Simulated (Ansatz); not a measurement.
This script makes a ranking of polymorphs by energy of 2 structures of MoPd with the Python package of Ansatz (0.2.0).

Script `run_polymorphs.py`:
```python
"""Relative energies of MoPd phases, at the given cells."""

from dataclasses import dataclass
import csv
import warnings

import ansatz as az
import numpy as np
import spglib


@dataclass
class Options:
    xc: str = "lda"
    cutoff_ev: int = 520
    kspacing: float = 0.26
    occupations: str = "fermi_dirac"
    sigma: float = 0.05


opts = Options()


def compute(name, crystal):
    calc = (
        crystal.calculation()
        .functional(opts.xc)
        .basis(opts.cutoff_ev)
        .kpoints(spacing=opts.kspacing)
        .occupations(opts.occupations, width=opts.sigma)
        .stress()
        .band_table()
    )
    return calc.run(threads=1, pin="off")


def volume_per_atom(outcome):
    return abs(np.linalg.det(outcome.lattice.cell_ang)) / len(outcome.lattice.sites)


def space_group(outcome):
    sites = outcome.report["lattice"]["sites"]
    kinds = sorted({site["symbol"] for site in sites})
    cell = (outcome.lattice.cell_ang, [site["position_frac"] for site in sites], [kinds.index(site["symbol"]) for site in sites])
    return spglib.get_spacegroup(cell, symprec=0.01)


def main() -> None:
    warnings.simplefilter("ignore", az.DeckWarning)

    phases = {}
    p_6m2 = (
        az.Lattice.of([2.79389608, 0.0, 0.0], [-1.39694804, 2.41958498, 0.0], [0.0, 0.0, 4.566371])
        .atom("Mo", [2 / 3, 1 / 3, 0.5])
        .atom("Pd", [1 / 3, 2 / 3, 0.0])
    )
    phases["P-6m2"] = p_6m2
    r_3m = (
        az.Lattice.from_parameters(4.913389, 4.913389, 4.913389, alpha=32.81008, beta=32.81008, gamma=32.81008)
        .atom("Mo", [0.0, 0.0, 0.0])
        .atom("Pd", [0.5, 0.5, 0.5])
    )
    phases["R-3m"] = r_3m

    done = {}
    for name, crystal in phases.items():
        try:
            done[name] = compute(name, crystal)
        except az.NonConvergedError as error:
            print(name, "did not converge:", str(error)[:120])

    energy = {name: o.report["energy_sigma0_ev"] / len(o.lattice.sites) for name, o in done.items()}
    lowest = min(energy.values())
    rows = [(name, len(o.lattice.sites), 1000 * (energy[name] - lowest), volume_per_atom(o), space_group(o)) for name, o in done.items()]
    rows.sort(key=lambda row: row[2])
    with open("polymorphs.csv", "w", newline="") as handle:
        writer = csv.writer(handle)
        writer.writerow(["phase", "atoms", "dE (meV/atom)", "V (A^3/atom)", "space group"])
        writer.writerows([round(v, 4) if isinstance(v, float) else v for v in row] for row in rows)
    print(open("polymorphs.csv").read())
    print("lowest in energy:", rows[0][0])


if __name__ == "__main__":
    main()
```

Which of these structures comes out lowest, and how far apart are they?

By space group at the end of each run: P-6m2 (+0 meV an atom, 15.4 Å³) and R-3m (+76 meV an atom, 15.5 Å³).

The run itself:

Running `python run_polymorphs.py` prints:
```text
phase,atoms,dE (meV/atom),V (A^3/atom),space group
P-6m2,2,0.0,15.4345,P-6m2 (187)
R-3m,2,76.4481,15.4916,R-3m (166)

lowest in energy: P-6m2
```

Notes:
- These settings explore the input space; cutoff and mesh may be short of convergence.
- For the metals among these phases the mesh is modest: differences between phases can be off by up to 40 meV an atom.
- The cells come from databases of deposited and of computed structures, and not all need be stable phases.
- The ranking holds among these structures alone, at zero temperature; the ground state may be another structure. Differences under about 40 meV an atom lie within the error of mesh and functional.
- Timing: 3.4 s on 1 thread of AMD EPYC 9R45 96-Core Processor (Zen 5), on a shared host, peak memory 0.49 GiB.

(Lines on the test bed's own set-up are left out of the output.)
